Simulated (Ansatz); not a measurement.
# BGeH4+ (singlet): the correlation ladder, cc-pVDZ

Aim: climb from Hartree-Fock through coupled cluster and multireference methods for BGeH4+ (singlet) at one geometry and basis, and see what each rung misses.

Computed with Ansatz 0.2.0, Gaussian basis. Level: cc-pVDZ, core rule «outside noble gas», up to 15 orbitals frozen.

The runs, in order: UHF; CCSD(T) on RHF; BCCD(T) on RHF; CISD; CCSDT(Q) on RHF; CASSCF and MRCISD+Q, 8 electrons in 8 orbitals; CASSCF and NEVPT2, 8 electrons in 8 orbitals.

23 further runs of the same task are left out: 6 that didn't finish, 17 set aside as unsound or not needed. Runs told in other sessions of the task aren't counted.

## Step 1: The system

The geometry is a PBE0/def2-TZVP stationary point (not a proven minimum) of the parent state, kept for this charge and spin. No spin-orbit coupling is included. The filled d shell of Ge may be among the frozen orbitals whatever the setting's name suggests.

6 atoms, charge 1, spin multiplicity 1.

Atoms are counted from 1 here; the program's logs count them from 0.

Bond lengths: Ge1–B2 2.035 Å, Ge1–H3 1.544 Å, Ge1–H4 1.539 Å, Ge1–H5 1.539 Å, B2–H6 1.191 Å. Angles: B2–Ge1–H3 116.3°, B2–Ge1–H4 108.2°, B2–Ge1–H5 108.2°, H3–Ge1–H4 108.0°, H3–Ge1–H5 108.0°, H4–Ge1–H5 107.7°, Ge1–B2–H6 138.1°.

In the tables R marks a restricted determinant and U an unrestricted one; 'frontier' is the active space of 8 electrons in 8 orbitals; energies count from the table's Hartree-Fock row.

## Step 2: UHF

in.yaml

```yaml
crystal:
  periodic: [false, false, false]
  atoms:
    - {symbol: Ge, position_ang: [0.000000, 0.014664, 0.265904]}
    - {symbol: B, position_ang: [0.000000, -0.153562, -1.762462]}
    - {symbol: H, position_ang: [0.000000, 1.450275, 0.833026]}
    - {symbol: H, position_ang: [1.242710, -0.713048, 0.809866]}
    - {symbol: H, position_ang: [-1.242710, -0.713048, 0.809866]}
    - {symbol: H, position_ang: [0.000000, 0.566075, -2.711984]}
basis:
  gaussian: {orbitals: cc-pVDZ}
total_charge: 1
magnetization: {spin_polarized: true, initial_magnetization: 0}
hamiltonian: {xc: hf}
output: {orbitals: {seedname: orbitals}}
```

On the command line:

```bash
$ ansatz run in.yaml --threads 1 --pin off --events-out ev --progress --plain --max-ram 2393MiB
```

Log:

```text
Functional definition: HF
  name "HF"
  cite "Fock, Z. Phys. 61, 126 (1930) doi:10.1007/BF01340294"
  parent pbe
  exchange = exact_x
  correlation = 0
632 factors; integrals over basis functions are off by at most 8.2e-4 eV
mean field evaluation 1: about -57196.1762 eV, gradient 1.0e1 eV
mean field evaluation 2: about -57196.1975 eV, gradient 1.0e1 eV
mean field evaluation 4: about -57197.3126 eV, gradient 9.4e-1 eV
mean field evaluation 8: about -57197.3270 eV, gradient 2.3e-3 eV
mean field evaluation 16: about -57197.2741 eV, gradient 7.1e-1 eV
mean field evaluation 32: about -57197.3270 eV, gradient 2.6e-5 eV
mean field -57197.32695144 eV, -2101.9629957247 hartree, gradient 2.6e-5 eV, S^2 0.000000; 0 other end points of the search recorded, 0 dependent functions left out
reference -57197.32695144 eV, -2101.9629957247 hartree; 20, 20 occupied and 41, 41 virtual orbitals, 632 factors
Total energy: -57197.32695144 eV, -2101.9629957247 hartree
```

Wall time 1.1 s (1 thread of Arm Neoverse V1, shared host).

From the report: ⟨S²⟩ of the determinant 0.000 (pure singlet: 0.00).

The unrestricted search falls back on the restricted solution.

## Step 3: CCSD(T) on RHF

in.yaml: that of step 2 with these lines changed.

```diff
@@ -12,4 +12,4 @@
 total_charge: 1
-magnetization: {spin_polarized: true, initial_magnetization: 0}
-hamiltonian: {xc: hf}
-output: {orbitals: {seedname: orbitals}}
+magnetization: {spin_polarized: false}
+correlation: {method: ccsd_t, electrons: outside_noble_gas}
+output: {forces: true}
```

Launched as before.

Log, cut to the lines that bear on the results:

```text
Functional definition: HF
  name "HF"
  cite "Fock, Z. Phys. 61, 126 (1930) doi:10.1007/BF01340294"
  parent pbe
[...]
632 factors; integrals over basis functions are off by at most 8.2e-4 eV
[...]
mean field -57197.32695144 eV, -2101.9629957247 hartree, gradient 6.4e-6 eV, S^2 0.000000; 0 other end points of the search recorded, 0 dependent functions left out
15 core orbitals not correlated: weight in the atoms' cores, before any rotation towards them, 0.999 or more for the frozen orbitals, at most 0.000 for the correlated occupied ones
reference -57197.32695144 eV, -2101.9629957247 hartree; 5, 5 occupied and 41, 41 virtual orbitals, 632 factors
second order -4.10964001 eV of doubles, -0.00000000 eV of singles
cycle   1  -4.90954311 eV  change   -8.0e-1 eV  update   7.6e-2
[...]
cycle  13  -5.25997998 eV  change   -4.5e-6 eV  update   2.4e-6
perturbative correction -0.12812971 eV, -0.0047086801 hartree
[...]
Total energy: -57202.71506113 eV, -2102.1610051038 hartree
Atom 0 at     0.000000     0.014664     0.265904 Å, force     0.000000    -1.232886     2.237929 eV/Å
Atom 1 at     0.000000    -0.153562    -1.762462 Å, force    -0.000000     1.931739     0.004849 eV/Å
Atom 2 at     0.000000     1.450275     0.833026 Å, force     0.000000     0.290117    -0.770662 eV/Å
Atom 3 at     1.242710    -0.713048     0.809866 Å, force     0.107449    -0.072228    -0.235112 eV/Å
Atom 4 at    -1.242710    -0.713048     0.809866 Å, force    -0.107449    -0.072228    -0.235112 eV/Å
Atom 5 at     0.000000     0.566075    -2.711984 Å, force     0.000000    -0.844513    -1.001893 eV/Å
Dipole moment:     0.000000    -0.057393    -1.091271 e Å
```

It took 2.7 s on 1 thread of Arm Neoverse V1, shared host.

From the report: correlation -5.3881 eV; T1 0.021; largest double amplitude 0.05.

## Step 4: BCCD(T) on RHF

in.yaml: that of step 3 with these lines changed.

```diff
@@ -13,3 +13,2 @@
 magnetization: {spin_polarized: false}
-correlation: {method: ccsd_t, electrons: outside_noble_gas}
-output: {forces: true}
+correlation: {method: bccd_t, electrons: outside_noble_gas}
```

The command is unchanged.

Log, cut to the lines that bear on the results:

```text
Functional definition: HF
  name "HF"
  cite "Fock, Z. Phys. 61, 126 (1930) doi:10.1007/BF01340294"
  parent pbe
[...]
632 factors; integrals over basis functions are off by at most 8.2e-4 eV
[...]
mean field -57197.32695144 eV, -2101.9629957247 hartree, gradient 6.4e-6 eV, S^2 0.000000; 0 other end points of the search recorded, 0 dependent functions left out
15 core orbitals not correlated: weight in the atoms' cores, before any rotation towards them, 0.999 or more for the frozen orbitals, at most 0.000 for the correlated occupied ones
reference -57197.32695144 eV, -2101.9629957247 hartree; 5, 5 occupied and 41, 41 virtual orbitals, 632 factors
second order -4.10964001 eV of doubles, -0.00000000 eV of singles
cycle   1  -4.92348257 eV  change   -8.1e-1 eV  update   7.6e-2
[...]
cycle  12  -5.24971530 eV  change   -5.0e-7 eV  update   5.5e-6
perturbative correction -0.13846454 eV, -0.0050884782 hartree
Total energy: -57202.71513128 eV, -2102.1610076817 hartree
```

Run time: 1.3 s. Hardware: 1 thread of Arm Neoverse V1, shared host.

From the report: correlation -5.3882 eV; largest double amplitude 0.05.

## Step 5: CISD

in.yaml: that of step 4 with these lines changed.

```diff
@@ -12,3 +12,2 @@
 total_charge: 1
-magnetization: {spin_polarized: false}
-correlation: {method: bccd_t, electrons: outside_noble_gas}
+correlation: {active_space: {ras: {orbitals: [5, 0, 41], electrons: 10, max_holes: 2, max_particles: 2}, fixed_orbitals: true}}
```

Same command.

Log:

```text
Functional definition: HF
  name "HF"
  cite "Fock, Z. Phys. 61, 126 (1930) doi:10.1007/BF01340294"
  parent pbe
  exchange = exact_x
  correlation = 0
632 factors; integrals over basis functions are off by at most 8.2e-4 eV
mean field evaluation 1: about -57196.1762 eV, gradient 1.4e1 eV
mean field evaluation 2: about -57196.1975 eV, gradient 1.4e1 eV
mean field evaluation 4: about -57197.3125 eV, gradient 1.3e0 eV
mean field evaluation 8: about -57197.3270 eV, gradient 1.6e-3 eV
mean field -57197.32695144 eV, -2101.9629957247 hartree, gradient 6.4e-6 eV, S^2 0.000000; 0 other end points of the search recorded, 0 dependent functions left out
reference -57197.32695144 eV, -2101.9629957247 hartree; 20, 20 occupied and 41, 41 virtual orbitals, 632 factors
state -57202.19474720 eV, -2102.1418839193 hartree
Total energy: -57202.19474720 eV, -2102.1418839193 hartree
```

Run time: 1.4 s. Hardware: 1 thread of Arm Neoverse V1, shared host.

From the report: 30,346 determinants.

## Step 6: CCSDT(Q) on RHF

in.yaml: that of step 5 with these lines changed.

```diff
@@ -12,2 +12,3 @@
 total_charge: 1
-correlation: {active_space: {ras: {orbitals: [5, 0, 41], electrons: 10, max_holes: 2, max_particles: 2}, fixed_orbitals: true}}
+magnetization: {spin_polarized: false}
+correlation: {method: ccsdt_q, electrons: outside_noble_gas}
```

The command is unchanged.

Log, cut to the lines that bear on the results:

```text
Functional definition: HF
  name "HF"
  cite "Fock, Z. Phys. 61, 126 (1930) doi:10.1007/BF01340294"
  parent pbe
[...]
1196 factors; integrals over basis functions are off by at most 1.8e-7 eV
[...]
mean field -57197.32706854 eV, -2101.9630000280 hartree, gradient 6.4e-6 eV, S^2 0.000000; 0 other end points of the search recorded, 0 dependent functions left out
15 core orbitals not correlated: weight in the atoms' cores, before any rotation towards them, 0.999 or more for the frozen orbitals, at most 0.000 for the correlated occupied ones
reference -57197.32706854 eV, -2101.9630000280 hartree; 5, 5 occupied and 41, 41 virtual orbitals, 1196 factors
second order -4.10967950 eV of doubles, -0.00000000 eV of singles
cycle   1  -4.90954326 eV  change   -8.0e-1 eV  update   8.2e-2
[...]
cycle  18  -5.42006546 eV  change    4.2e-7 eV  update   3.1e-7
perturbative correction -0.00558514 eV, -0.0002052500 hartree
Total energy: -57202.75271913 eV, -2102.1623890098 hartree
```

It took 11 s on 1 thread of Arm Neoverse V1, shared host; peak memory 0.25 GiB.

From the report: correlation -5.4257 eV; T1 0.022; largest double amplitude 0.06.

## Step 7: CASSCF and MRCISD+Q, 8 electrons in 8 orbitals

in.yaml: that of step 6 with these lines changed.

```diff
@@ -12,3 +12,2 @@
 total_charge: 1
-magnetization: {spin_polarized: false}
-correlation: {method: ccsdt_q, electrons: outside_noble_gas}
+correlation: {method: fic_mrcisd_q, electrons: outside_noble_gas, active_space: {window: {electrons: 8, orbitals: 8}}}
```

Launched as before.

Log, cut to the lines that bear on the results:

```text
Functional definition: HF
  name "HF"
  cite "Fock, Z. Phys. 61, 126 (1930) doi:10.1007/BF01340294"
  parent pbe
[...]
632 factors; integrals over basis functions are off by at most 8.2e-4 eV
[...]
mean field -57197.32695144 eV, -2101.9629957247 hartree, gradient 6.4e-6 eV, S^2 0.000000; 0 other end points of the search recorded, 0 dependent functions left out
reference -57197.32695144 eV, -2101.9629957247 hartree; 20, 20 occupied and 41, 41 virtual orbitals, 632 factors
state -57199.01932331 eV, -2102.0251892439 hartree
contracted CI cycle   1: correlation 0.00000000 eV, 0.0000000000 hartree, residual 1.38e1 eV
contracted CI cycle   2: correlation -3.25693918 eV, -0.1196903073 hartree, residual 2.98e0 eV
contracted CI cycle   3: correlation -3.42452530 eV, -0.1258489836 hartree, residual 9.90e-1 eV
contracted CI cycle   4: correlation -3.44502827 eV, -0.1266024536 hartree, residual 3.78e-1 eV
contracted CI cycle   5: correlation -3.44806968 eV, -0.1267142234 hartree, residual 1.56e-1 eV
contracted CI cycle   6: correlation -3.44858949 eV, -0.1267333263 hartree, residual 6.42e-2 eV
contracted CI cycle   7: correlation -3.44867230 eV, -0.1267363693 hartree, residual 2.78e-2 eV
contracted CI cycle   8: correlation -3.44868765 eV, -0.1267369335 hartree, residual 1.21e-2 eV
contracted CI cycle   9: correlation -3.44869054 eV, -0.1267370399 hartree, residual 5.10e-3 eV
contracted CI cycle  10: correlation -3.44869105 eV, -0.1267370586 hartree, residual 2.13e-3 eV
contracted CI cycle  11: correlation -3.44869114 eV, -0.1267370618 hartree, residual 8.40e-4 eV
state -57199.01932331 eV, -2102.0251892439 hartree; corrected -57202.73422374 eV, -2102.1617093165 hartree
Total energy: -57202.73422374 eV, -2102.1617093165 hartree
```

Run time: 11 s. Hardware: 1 thread of Arm Neoverse V1, shared host.

From the report: 2,500 determinants; active occupations 1.98, 1.98, 1.97, 1.97, 0.03, 0.03, 0.02, 0.02.

## Step 8: CASSCF and NEVPT2, 8 electrons in 8 orbitals

in.yaml: that of step 7 with these lines changed.

```diff
@@ -12,2 +12,2 @@
 total_charge: 1
-correlation: {method: fic_mrcisd_q, electrons: outside_noble_gas, active_space: {window: {electrons: 8, orbitals: 8}}}
+correlation: {method: sc_nevpt2, electrons: outside_noble_gas, active_space: {window: {electrons: 8, orbitals: 8}}}
```

Same command.

Log:

```text
Functional definition: HF
  name "HF"
  cite "Fock, Z. Phys. 61, 126 (1930) doi:10.1007/BF01340294"
  parent pbe
  exchange = exact_x
  correlation = 0
632 factors; integrals over basis functions are off by at most 8.2e-4 eV
mean field evaluation 1: about -57196.1762 eV, gradient 1.4e1 eV
mean field evaluation 2: about -57196.1975 eV, gradient 1.4e1 eV
mean field evaluation 4: about -57197.3125 eV, gradient 1.3e0 eV
mean field evaluation 8: about -57197.3270 eV, gradient 1.6e-3 eV
mean field -57197.32695144 eV, -2101.9629957247 hartree, gradient 6.4e-6 eV, S^2 0.000000; 0 other end points of the search recorded, 0 dependent functions left out
reference -57197.32695144 eV, -2101.9629957247 hartree; 20, 20 occupied and 41, 41 virtual orbitals, 632 factors
state -57199.01932331 eV, -2102.0251892439 hartree
state -57199.01932331 eV, -2102.0251892439 hartree; corrected -57201.50264261 eV, -2102.1164495448 hartree
Total energy: -57201.50264261 eV, -2102.1164495448 hartree
```

It took 9.5 s on 1 thread of Arm Neoverse V1, shared host.

From the report: 2,500 determinants; active occupations 1.98, 1.98, 1.97, 1.97, 0.03, 0.03, 0.02, 0.02.

## Step 9: Misses and costs

The yardstick is RCCSDT(Q), where the cluster series has nearly closed. Rows without a time are mean-field rows or come out of runs for another level: lower rungs of the coupled-cluster runs, CASSCF and MRCISD of the multireference runs, or the Hartree-Fock search. The times of RCCSD(T) include forces.

```csv
method,energy from the lowest RHF (kJ/mol),from RCCSDT(Q) (kJ/mol),time
RHF,0.0,+523.5,
RMP2,-396.5,+127.0,
CISD,-469.7,+53.8,1.4 s
RCCSD,-507.5,+16.0,
RCCSD(T),-519.9,+3.6,2.7 s
BCCD(T),-519.9,+3.6,1.3 s
RCCSDT,-523.0,+0.5,
RCCSDT(Q),-523.5,0,11 s
CASSCF frontier,-163.3,+360.2,
NEVPT2 frontier,-402.9,+120.6,9.5 s
MRCISD frontier,-496.0,+27.5,
MRCISD+Q frontier,-521.7,+1.8,11 s
```

Among the levels timed on like hardware and quicker than the yardstick, those that no quicker one beats, quickest first: BCCD(T) (1.3 s, +3.6 kJ/mol); MRCISD+Q frontier (11 s, +1.8 kJ/mol).

## Step 10: Outcome

```
                         quantity                                         value
    RCCSDT(Q) from the RHF energy                                    -5.4258 eV
              RMP2 from RCCSDT(Q)                                 +127.0 kJ/mol
             RCCSD from RCCSDT(Q)                                  +16.0 kJ/mol
          RCCSD(T) from RCCSDT(Q)                                   +3.6 kJ/mol
   NEVPT2 frontier from RCCSDT(Q)                                 +120.6 kJ/mol
 MRCISD+Q frontier from RCCSDT(Q)                                   +1.8 kJ/mol
levels within 1 kcal/mol (43 meV)  RCCSD(T), BCCD(T), RCCSDT, MRCISD+Q frontier
                    T1 diagnostic                                         0.021
```

**Reading.** RCCSD(T) lands +3.6 kJ/mol from the yardstick (0.7 % of the correlation energy). Of the multireference levels listed MRCISD+Q frontier comes nearest in total energy (+1.8 kJ/mol), which doesn't show that its space is the better one. These misses are within one basis, not against nature.

For cost: MRCISD+Q frontier gets within 1.8 kJ/mol in 11 s, where RCCSDT(Q) took 11 s; the quickest level in the cost chart, BCCD(T), takes 1.3 s and misses by 3.6 kJ/mol.
